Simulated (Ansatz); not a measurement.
# SbClF radical: a ladder of functionals and wavefunction methods

How much do the methods differ for SbClF radical? The plan is to run it at one geometry with functionals of several rungs and with coupled cluster. The yardstick is the atomisation energy at the CCSD(T) limit.

Computed with Ansatz 0.2.0, Gaussian basis. Level: functionals in def2-TZVPP, the program's frozen cores in correlated methods.

Levels to be run: LDA (SPW92), PBE-D4, revPBE-D4, BLYP-D4, r2SCAN-D4, B97M-V, PBE0-D4, B3LYP-D4, r2SCANh-D4, r2SCAN0-D4, HSE06-D4, BHLYP-D4, CAM-B3LYP-D4, LC-ωPBE, ωB97X-V, ωB97M-V, B2PLYP, PBE-QIDH; CCSD(T)/def2-SVP; CCSD(T)/def2-TZVPP; MP2/def2-QZVPP; extrapolation to the limit; RPA on PBE.

## (1) The relaxed structure

An earlier PBE0-D4 in a triple-zeta def2 set relaxation fixed the geometry. Sb takes the def2 core potential; no spin-orbit term is included.

SMILES `[F][Sb][Cl]`, 3 atoms, charge 0, spin multiplicity 2.

Atoms are counted from 1 here; the program's logs count them from 0.

Bond lengths: F1–Sb2 1.911 Å, Sb2–Cl3 2.329 Å. Angles: F1–Sb2–Cl3 96.7°.

## (2) LDA

This LDA is Slater exchange with PW92 correlation.

in.yaml reads:

```yaml
crystal:
  periodic: [false, false, false]
  atoms:
    - {symbol: F, position_ang: [-0.878664, 1.231786, -0.347552]}
    - {symbol: Sb, position_ang: [-0.600939, -0.658337, -0.367165]}
    - {symbol: Cl, position_ang: [1.468703, -0.638247, 0.701517]}
basis:
  gaussian: {orbitals: def2-TZVPP}
magnetization: {spin_polarized: true, initial_magnetization: 1}
hamiltonian: {xc: lda}
output: {orbitals: {seedname: orbitals}}
```

Further steps of the session: PBE-D4 (GGA); revPBE-D4 (GGA); BLYP-D4 (GGA); r2SCAN-D4 (meta-GGA); B97M-V (meta-GGA); PBE0-D4 (hybrid); B3LYP-D4 (hybrid); r2SCANh-D4 (hybrid); r2SCAN0-D4 (hybrid); HSE06-D4 (hybrid); BHLYP-D4 (hybrid); CAM-B3LYP-D4 (range-separated); LC-ωPBE-D4 (range-separated); ωB97X-V (range-separated); ωB97M-V (range-separated); B2PLYP (double hybrid); PBE-QIDH (double hybrid); CCSD(T) in def2-SVP; CCSD(T) in def2-TZVPP; MP2 in def2-QZVPP; RPA on PBE orbitals.

Q: Predict the results of all the runs planned. Wanted: atomisation energy, CCSD(T)/CBS; farthest beyond LDA; mean size of error, GGA; mean size of error, meta-GGA; mean size of error, hybrid; mean size of error, range-separated; mean size of error, double hybrid; gap, smallest and largest; T1 diagnostic.

As calculated:

| quantity | value |
| --- | --- |
| atomisation energy, CCSD(T)/CBS | 177.0 kcal/mol |
| functionals within 1.8 kcal/mol (1.0 %) | r2SCAN-D4, B3LYP-D4, CAM-B3LYP-D4, ωB97M-V |
| farthest beyond LDA | BHLYP-D4 (-14.4 kcal/mol) |
| mean size of error, GGA | 7.5 kcal/mol |
| mean size of error, meta-GGA | 4.5 kcal/mol |
| mean size of error, hybrid | 5.5 kcal/mol |
| mean size of error, range-separated | 2.5 kcal/mol |
| mean size of error, double hybrid | 6.6 kcal/mol |
| gap, smallest and largest | 0.83 eV (LDA (SPW92)), 7.96 eV (LC-ωPBE) |
| T1 diagnostic | 0.0158 |
| triples share of the correlation energy | 3.3 % |

What this shows: The LDA atomisation energy is off by 44.2 kcal/mol (25 %): it overbinds. PBE-D4 is off by +11.5 kcal/mol. Double hybrids carry the basis error of their MP2 part in triple zeta, and no dispersion term here, so their miss is partly the set-up's. Taken by rung, range-separated functionals do best (2.5 kcal/mol on average) and GGA ones worst beyond LDA (7.5 kcal/mol). RPA and LDA stand outside this count. Misses under about 1.8 kcal/mol are within the doubt on the reference itself, which lacks core-valence correlation, spin-orbit coupling and higher excitations, and its outer-core shells are covered unevenly. All levels share the lack of spin-orbit coupling, which lowers the free heavy atoms and so the true binding. Hartree-Fock recovers 56 % of the binding; the rest is correlation. CCSD(T) in def2-SVP is off by -36.9 kcal/mol, worse than the median functional, from the basis alone. The gap grows from 0.8 to 8.0 eV across the functionals, mostly with the share of exact exchange. Correlated methods include outer-core shells of Sb, which these sets cover unevenly.
